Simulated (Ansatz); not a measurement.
**AlGaH (doublet): from Hartree-Fock to the top rungs at distance Al1–H3 = 1.935 Å, 6-31G**

Aim: climb from Hartree-Fock through coupled cluster and multireference methods for AlGaH (doublet) at one geometry and basis, and see what each rung misses.

The runs use Ansatz 0.2.0, Gaussian basis; 6-31G, core rule «outside noble gas», up to 19 orbitals frozen.

Plan: UHF; CCSD(T) on ROHF; CCSD(T) on UHF; BCCD(T) on ROHF; CISD; CCSDT(Q) on ROHF; CCSDT(Q) on UHF; CASSCF and MRCISD+Q, 3 electrons in 3 orbitals; CASSCF and NEVPT2, 3 electrons in 3 orbitals; CASSCF and MRCISD+Q, 7 electrons in 9 orbitals; CASSCF and NEVPT2, 7 electrons in 9 orbitals; Full CI; Full CI in the symmetry of the determinant.

21 further runs of the same task are left out: 2 for a known fault of the program, 15 that didn't finish, 4 set aside as unsound or not needed.

## Step 1: What is computed

The geometry derives from a PBE0/def2-TZVP stationary point (not a proven minimum). One bond is set to the value named and the two fragments are kept rigid. No spin-orbit coupling is included. The filled d shell of Ga may be among the frozen orbitals whatever the setting's name suggests; the logs give the count.

3 atoms, charge 0, spin multiplicity 2.

Atoms are counted from 1 here; the program's logs count them from 0.

Bond lengths: Al1–Ga2 2.671 Å, Al1–H3 1.935 Å. Angles: Ga2–Al1–H3 180.0°.

## Step 2: UHF

File in.yaml:

```yaml
crystal:
  periodic: [false, false, false]
  atoms:
    - {symbol: Al, position_ang: [0.000000, 0.000000, 0.245167]}
    - {symbol: Ga, position_ang: [0.000000, 0.000000, -2.425333]}
    - {symbol: H, position_ang: [0.000000, 0.000000, 2.180167]}
basis:
  gaussian: {orbitals: 6-31G}
magnetization: {spin_polarized: true, initial_magnetization: 1}
hamiltonian: {xc: hf}
output: {orbitals: {seedname: orbitals}}
```

The run is started by

```
$ ansatz run in.yaml --threads 1 --pin off --events-out ev --progress --plain --max-ram 2393MiB
```

The runs that follow: CCSD(T) on ROHF; CCSD(T) on UHF; BCCD(T) on ROHF; CISD; CCSDT(Q) on ROHF; CCSDT(Q) on UHF; CASSCF and MRCISD+Q, 3 electrons in 3 orbitals; CASSCF and NEVPT2, 3 electrons in 3 orbitals; CASSCF and MRCISD+Q, 7 electrons in 9 orbitals; CASSCF and NEVPT2, 7 electrons in 9 orbitals; Full CI; Full CI in the symmetry of the determinant.

Before running them: what should the planned runs give, taken together? Wanted: FCI below the RHF energy; RMP2 from FCI; UMP2 from FCI; RCCSD from FCI; RCCSD(T) from FCI; UCCSD(T) from FCI; RCCSDT(Q) from FCI; UCCSDT(Q) from FCI; NEVPT2 pair from FCI.

The runs gave:

| quantity | value |
| --- | --- |
| FCI below the RHF energy | -2.4819 eV |
| RMP2 from FCI | +869.0 meV |
| UMP2 from FCI | +868.2 meV |
| RCCSD from FCI | +98.9 meV |
| RCCSD(T) from FCI | +34.1 meV |
| UCCSD(T) from FCI | +34.3 meV |
| RCCSDT(Q) from FCI | +1.4 meV |
| UCCSDT(Q) from FCI | +1.3 meV |
| NEVPT2 pair from FCI | +733.6 meV |
| NEVPT2 valence from FCI | +156.0 meV |
| MRCISD+Q valence from FCI | +2.9 meV |
| levels within 1 kcal/mol (43 meV) | RCCSD(T), UCCSD(T), BCCD(T), RCCSDT, UCCSDT, RCCSDT(Q), UCCSDT(Q), MRCISD valence, MRCISD+Q valence |
| T1 diagnostic | 0.022 |
| effectively unpaired electrons | 1.14 |

What this shows: RCCSD(T) lands +34.1 meV from the yardstick (1.4 % of the correlation energy). One determinant dominates. Of the multireference levels listed MRCISD+Q valence comes nearest in total energy (+2.9 meV), which doesn't show that its space is the better one. These misses are within one basis, not against nature; the frozen cores of restricted and unrestricted runs differ, which can shift their rows.
